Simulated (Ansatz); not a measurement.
**AlBeH2 (doublet): wave-function methods side by side at distance Al1–H3 = 4.317 Å, 6-31G**

How much of the correlation energy of AlBeH2 (doublet) does each wave-function method recover here?

Computed with Ansatz 0.2.0, Gaussian basis. Level: 6-31G, core rule «outside noble gas», up to 6 orbitals frozen.

To be run: UHF; CCSD(T) on ROHF; CCSD(T) on UHF; BCCD(T) on ROHF; CISD as a restricted active space (open shells left free, so some higher excitations enter); CCSDT(Q) on ROHF; CCSDT(Q) on UHF; CCSDTQ on ROHF; CASSCF and MRCISD+Q, 3 electrons in 3 orbitals; CASSCF and NEVPT2, 3 electrons in 3 orbitals; CASSCF and MRCISD+Q, 7 electrons in 10 orbitals; CASSCF and NEVPT2, 7 electrons in 10 orbitals; Full CI.

19 further runs of the same task are left out: 14 that didn't finish, 5 set aside as unsound or not needed. Runs told in other sessions of the task aren't counted.

### 1 What is computed

The geometry derives from a PBE0/def2-TZVP stationary point (not a proven minimum). One bond is set to the value named and the two fragments are kept rigid.

4 atoms, charge 0, spin multiplicity 2.

Atoms are counted from 1 here; the program's logs count them from 0.

Bond lengths: Be2–H4 1.345 Å.

### 2 UHF

The input, in.yaml:

```yaml
crystal:
  periodic: [false, false, false]
  atoms:
    - {symbol: Al, position_ang: [0.000000, -0.135971, 0.559531]}
    - {symbol: Be, position_ang: [0.000000, 0.096783, -1.747685]}
    - {symbol: H, position_ang: [0.000000, 2.787175, 3.736276]}
    - {symbol: H, position_ang: [0.000000, -0.012726, -3.087971]}
basis:
  gaussian: {orbitals: 6-31G}
magnetization: {spin_polarized: true, initial_magnetization: 1}
hamiltonian: {xc: hf}
output: {orbitals: {seedname: orbitals}}
```

Started as:

```sh
> ansatz run in.yaml --threads 1 --pin off --events-out ev --progress --plain --max-ram 2393MiB
```

After this run come: CCSD(T) on ROHF; CCSD(T) on UHF; BCCD(T) on ROHF; CISD as a restricted active space (open shells left free, so some higher excitations enter); CCSDT(Q) on ROHF; CCSDT(Q) on UHF; CCSDTQ on ROHF; CASSCF and MRCISD+Q, 3 electrons in 3 orbitals; CASSCF and NEVPT2, 3 electrons in 3 orbitals; CASSCF and MRCISD+Q, 7 electrons in 10 orbitals; CASSCF and NEVPT2, 7 electrons in 10 orbitals; Full CI.

**Question.** What will the summary of the whole plan be? Wanted: FCI from the RHF energy; RMP2 from FCI; UMP2 from FCI; RCCSD from FCI; RCCSD(T) from FCI; UCCSD(T) from FCI; RCCSDT(Q) from FCI; UCCSDT(Q) from FCI; MRCISD+Q pair from FCI.

As calculated:

| quantity | value |
| --- | --- |
| FCI from the ROHF energy | -1.9868 eV |
| RMP2 from FCI | +716.5 meV |
| UMP2 from FCI | +733.9 meV |
| RCCSD from FCI | +46.2 meV |
| RCCSD(T) from FCI | +18.3 meV |
| UCCSD(T) from FCI | +22.3 meV |
| RCCSDT(Q) from FCI | +2.0 meV |
| UCCSDT(Q) from FCI | +2.9 meV |
| MRCISD+Q pair from FCI | -38.8 meV |
| NEVPT2 valence from FCI | +142.8 meV |
| MRCISD+Q valence from FCI | +5.0 meV |
| levels within 1 kcal/mol (43 meV) | RCCSD(T), UCCSD(T), BCCD(T), RCCSDT, UCCSDT, RCCSDT(Q), UCCSDT(Q), RCCSDTQ, MRCISD+Q pair, MRCISD valence, MRCISD+Q valence |
| T1 diagnostic | 0.018 |
| effectively unpaired electrons | 1.12 |

**Reading.** RCCSD(T) lands +18.3 meV from the yardstick (0.9 % of the correlation energy). MRCISD+Q pair falls below full CI: the +Q correction isn't variational, and the cores differ from full CI's. One determinant dominates. Of the multireference levels listed MRCISD+Q valence comes nearest in total energy (+5.0 meV), which doesn't show that its space is the better one. These misses are within one basis, not against nature; the frozen cores of restricted and unrestricted runs differ, which can shift their rows.

Levels on UHF freeze UHF's core orbitals, full CI those of ROHF, so the U rows can settle a little off it for that reason alone.

With open shells the CI space here admits some higher excitations, so it is larger than plain CISD.
